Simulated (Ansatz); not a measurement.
## Ti3Se in Ansatz: the effect of Hubbard term

Ti3Se:

```xyz
4
Lattice="3.1974 0.0000 0.0000 -1.5987 2.7691 0.0000 0.0000 0.0000 7.9427" Properties=species:S:1:pos:R:3 pbc="T T T"
Se    0.0000    0.0000    0.0000
Ti    1.5987    0.9230    3.9714
Ti    0.0000    1.8460    6.1390
Ti    0.0000    1.8460    1.8038
```

The cell comes from a database or a generator and needn't be the stable form of this composition.

Alike in all runs:

```yaml
Program: Ansatz 0.2.0
Task: band structure
Functional: PBEsol
Potentials_or_basis: Ansatz PAW
Cutoff: "420 eV (not typed: the program's choice for these potentials)"
k_mesh: 10 × 10 × 4
Occupations: fermi-dirac, width 0.05 eV
Spin: no spin polarisation
Path: "[[\"G\", \"M\", \"K\", \"G\", \"A\", \"L\", \"H\", \"A\"], [\"L\", \"M\"], [\"K\", \"H\"]]"
Points_for_each_segment_of_the_path: 14
Hubbard_projectors: ortho-atomic (the default)
Double_counting: fll (the default)
```

```tsv
Hubbard term	pressure (GPa)	largest force (eV/Å)
none	-4.5	0.10
Ti d U = 1 eV	-3.3	0.09
Ti d U = 2 eV	-2.2	0.08
Ti d U = 3 eV	-0.9	0.07
Ti d U = 4 eV	?	?
Ti d U = 5 eV	2.8	0.19
Ti d U = 6 eV	10.0	0.34
Ti d U = 8 eV	23.4	0.37
```

Question: What does the run with Hubbard term Ti d U = 4 eV give?

Answer: Pressure 0.6 GPa; largest force 0.08 eV/Å.

Worked out: A parabola through the other rows of the pressure, of slope 3.28 GPa per eV there, gives 1.1 GPa, against the run's 0.6. The largest force follows no smooth curve through the other rows.

Caveats: the PAW data sets come from PBE, with cores solved anew for the run's functional, which leaves a small shift of forces and pressure; U without spin polarisation on a metal has little footing (some runs).
